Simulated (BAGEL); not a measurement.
# HF/cc-pVDZ (density fitting with qzvpp-jkfit) run of CH4OSSi (SMILES CS[Si]O)

What is the energy change on altering one bond length of CH4OSSi at HF/cc-pVDZ (density fitting with qzvpp-jkfit)? 

The calculation is run with BAGEL 1.2.2.

## (1) The system as given

CH4OSSi has 8 atoms, charge 0, and is taken as a singlet. As SMILES, `CS[Si]O`. The coordinates come from a PBE0-D4/def2-TZVP relaxation. This is a higher conformer, about 8 kJ/mol above the lowest found by a separate search.

Bond lengths: C1–S2 1.813 Å, S2–Si3 2.160 Å, Si3–O4 1.651 Å, C1–H5 1.091 Å, C1–H6 1.089 Å, C1–H7 1.091 Å, O4–H8 0.961 Å. Angles: C1–S2–Si3 107.1°, S2–Si3–O4 103.8°, S2–C1–H5 111.2°, S2–C1–H6 107.4°, S2–C1–H7 111.2°, Si3–O4–H8 121.8°, H5–C1–H6 108.2°, H5–C1–H7 110.5°, H6–C1–H7 108.2°.

## (2) The energy at HF/cc-pVDZ (density fitting with qzvpp-jkfit)

Input file hf.json:

```json
{ "bagel": [

{
  "title": "molecule",
  "basis": "cc-pvdz.json",
  "df_basis": "qzvpp-jkfit",
  "angstrom": "true",
  "geometry": [
    { "atom": "C", "xyz": [       0.724400,       0.538800,      -0.590400 ] },
    { "atom": "S", "xyz": [      -0.196900,      -0.844100,      -1.315700 ] },
    { "atom": "Si", "xyz": [      -1.496600,      -1.621200,       0.224800 ] },
    { "atom": "O", "xyz": [      -1.178800,      -0.661400,       1.529900 ] },
    { "atom": "H", "xyz": [       1.342300,       0.206500,       0.245200 ] },
    { "atom": "H", "xyz": [       1.381900,       0.933200,      -1.364100 ] },
    { "atom": "H", "xyz": [       0.052500,       1.338200,      -0.274000 ] },
    { "atom": "H", "xyz": [      -0.536700,       0.052800,       1.488400 ] }
  ]
},

{
  "title": "hf"
},

{
  "title": "print",
  "file": "orbitals.molden",
  "orbitals": "true"
}

]}
```

The basis set cc-pVDZ is read from a file made from the Basis Set Exchange's data (not shown).

Command:

```sh
$ BAGEL_NUM_THREADS=1 BAGEL hf.json > hf.out
```

The program printed:

```text
* using 1 threads per process

  ===============================================================
  ===============================================================

  *** Geometry ***

  { "atom" : "C", "xyz" : [      1.368918,      1.018184,     -1.115694 ] },
  { "atom" : "S", "xyz" : [     -0.372087,     -1.595118,     -2.486313 ] },
  { "atom" : "Si", "xyz" : [     -2.828164,     -3.063624,      0.424810 ] },
  { "atom" : "O", "xyz" : [     -2.227609,     -1.249865,      2.891092 ] },
  { "atom" : "H", "xyz" : [      2.536579,      0.390228,      0.463361 ] },
  { "atom" : "H", "xyz" : [      2.611413,      1.763492,     -2.577775 ] },
  { "atom" : "H", "xyz" : [      0.099211,      2.528832,     -0.517785 ] },
  { "atom" : "H", "xyz" : [     -1.014216,      0.099778,      2.812668 ] },

  Number of auxiliary basis functions:      480

  Since a DF basis is specified, we compute 2- and 3-index integrals:
    o Being stored without compression. Storage requirement is 0.027 GB

  Number of basis functions:       84
  Number of electrons      :       48

    * METHOD: MOLECULE                             0.24

  *** RHF ***

  === Nuclear Repulsion ===
   205.9108833823

      * DIIS with orbital gradients will be used.

  === RHF iteration (cc-pvdz.json) ===
      0       -801.33522378          0.01609649           0.08
      1       -801.46361118          0.01240888           0.08
      2       -801.55974366          0.00160421           0.08
      3       -801.56221170          0.00042963           0.08
      4       -801.56239513          0.00014144           0.08
      5       -801.56242208          0.00005226           0.08
      6       -801.56242742          0.00001989           0.08
      7       -801.56242833          0.00000536           0.08
      8       -801.56242839          0.00000212           0.08
      9       -801.56242839          0.00000077           0.08
     10       -801.56242839          0.00000022           0.08
     11       -801.56242839          0.00000009           0.08
     12       -801.56242839          0.00000003           0.08
     13       -801.56242839          0.00000001           0.08
     14       -801.56242839          0.00000000           0.08
    * SCF iteration converged.

    * Permanent dipole moment:
           (   -0.650961,    -0.855948,    -0.246505) a.u.

    * METHOD: HF                                   1.36

    * METHOD: PRINT                                0.02

  ===============================================================
```

Wall time 1.8 s (1 thread of Arm Neoverse V1, shared host); peak memory 0.12 GiB.

## (3) The distorted shape, same level

Input file job.json:

```json
{ "bagel": [

{
  "title": "molecule",
  "basis": "cc-pvdz.json",
  "df_basis": "qzvpp-jkfit",
  "angstrom": true,
  "geometry": [
    { "atom": "C", "xyz": [       0.210746,      -0.032531,      -0.557202 ] },
    { "atom": "S", "xyz": [      -0.710554,      -1.415431,      -1.282502 ] },
    { "atom": "Si", "xyz": [      -2.010254,      -2.192531,       0.257998 ] },
    { "atom": "O", "xyz": [      -1.692454,      -1.232731,       1.563098 ] },
    { "atom": "H", "xyz": [       0.828646,      -0.364831,       0.278398 ] },
    { "atom": "H", "xyz": [       0.868246,       0.361869,      -1.330902 ] },
    { "atom": "H", "xyz": [      -0.461154,       0.766869,      -0.240802 ] },
    { "atom": "H", "xyz": [      -0.536700,       0.052800,       1.488400 ] }
  ]
},

{
  "title": "hf"
},

{
  "title": "print",
  "file": "orbitals.molden",
  "orbitals": true
}

]}
```

The basis set cc-pVDZ is read from a file made from the Basis Set Exchange's data (not shown).

Command:

```sh
$ BAGEL_NUM_THREADS=1 BAGEL job.json > job.out
```

The program printed:

```text
* using 1 threads per process

  ===============================================================
  ===============================================================

  *** Geometry ***

  { "atom" : "C", "xyz" : [      0.398252,     -0.061475,     -1.052959 ] },
  { "atom" : "S", "xyz" : [     -1.342752,     -2.674777,     -2.423578 ] },
  { "atom" : "Si", "xyz" : [     -3.798830,     -4.143283,      0.487546 ] },
  { "atom" : "O", "xyz" : [     -3.198275,     -2.329524,      2.953827 ] },
  { "atom" : "H", "xyz" : [      1.565914,     -0.689431,      0.526096 ] },
  { "atom" : "H", "xyz" : [      1.640747,      0.683833,     -2.515040 ] },
  { "atom" : "H", "xyz" : [     -0.871455,      1.449172,     -0.455050 ] },
  { "atom" : "H", "xyz" : [     -1.014216,      0.099778,      2.812668 ] },

  Number of auxiliary basis functions:      480

  Since a DF basis is specified, we compute 2- and 3-index integrals:
    o Being stored without compression. Storage requirement is 0.027 GB

  Number of basis functions:       84
  Number of electrons      :       48

    * METHOD: MOLECULE                             0.24

  *** RHF ***

  === Nuclear Repulsion ===
   203.3797201349

      * DIIS with orbital gradients will be used.

  === RHF iteration (cc-pvdz.json) ===
      0       -801.07501388          0.01744765           0.09
      1       -801.04422165          0.02326227           0.08
      2       -801.38275651          0.00241413           0.08
      3       -801.38833350          0.00082235           0.08
      4       -801.38915155          0.00034756           0.08
      5       -801.38934019          0.00013990           0.08
      6       -801.38938844          0.00006239           0.08
      7       -801.38939733          0.00002410           0.08
      8       -801.38939814          0.00001388           0.08
      9       -801.38939837          0.00000488           0.08
     10       -801.38939842          0.00000245           0.08
     11       -801.38939844          0.00000120           0.08
     12       -801.38939844          0.00000054           0.08
     13       -801.38939844          0.00000030           0.08
     14       -801.38939844          0.00000015           0.08
     15       -801.38939844          0.00000007           0.08
     16       -801.38939844          0.00000002           0.08
     17       -801.38939844          0.00000001           0.08
     18       -801.38939844          0.00000000           0.08
    * SCF iteration converged.

    * Permanent dipole moment:
           (   -0.817767,    -0.928639,     0.010691) a.u.

    * METHOD: HF                                   1.71

    * METHOD: PRINT                                0.02

  ===============================================================
```

Wall time 2.1 s (1 thread of Arm Neoverse V1, shared host); peak memory 0.12 GiB.

## (4) Outcome

At HF/cc-pVDZ (density fitting with qzvpp-jkfit):

```
                                                         quantity          value
                                        first shape: total energy  -801.56243 Eh
                                       first shape: dipole moment         2.80 D
                                         first shape: HOMO energy       -9.19 eV
                                         first shape: LUMO energy        1.74 eV
                                       first shape: HOMO–LUMO gap       10.93 eV
                                    distorted shape: total energy  -801.38940 Eh
                                   distorted shape: dipole moment         3.15 D
                                     distorted shape: HOMO energy       -8.95 eV
                                     distorted shape: LUMO energy        0.07 eV
                                   distorted shape: HOMO–LUMO gap        9.02 eV
energy change with the O4–H8 bond stretched from 0.961 to 1.730 Å       4.708 eV
```

One bond (distorted shape) is far stretched, which a spin-restricted single reference describes badly; a broken-symmetry solution may lie lower. With the O4–H8 bond stretched from 0.961 to 1.730 Å the energy rises by 4.71 eV (109 kcal/mol). The first shape isn't relaxed at this level, so the change isn't measured from a minimum. A restricted reference can't describe the breaking bond well at this length.
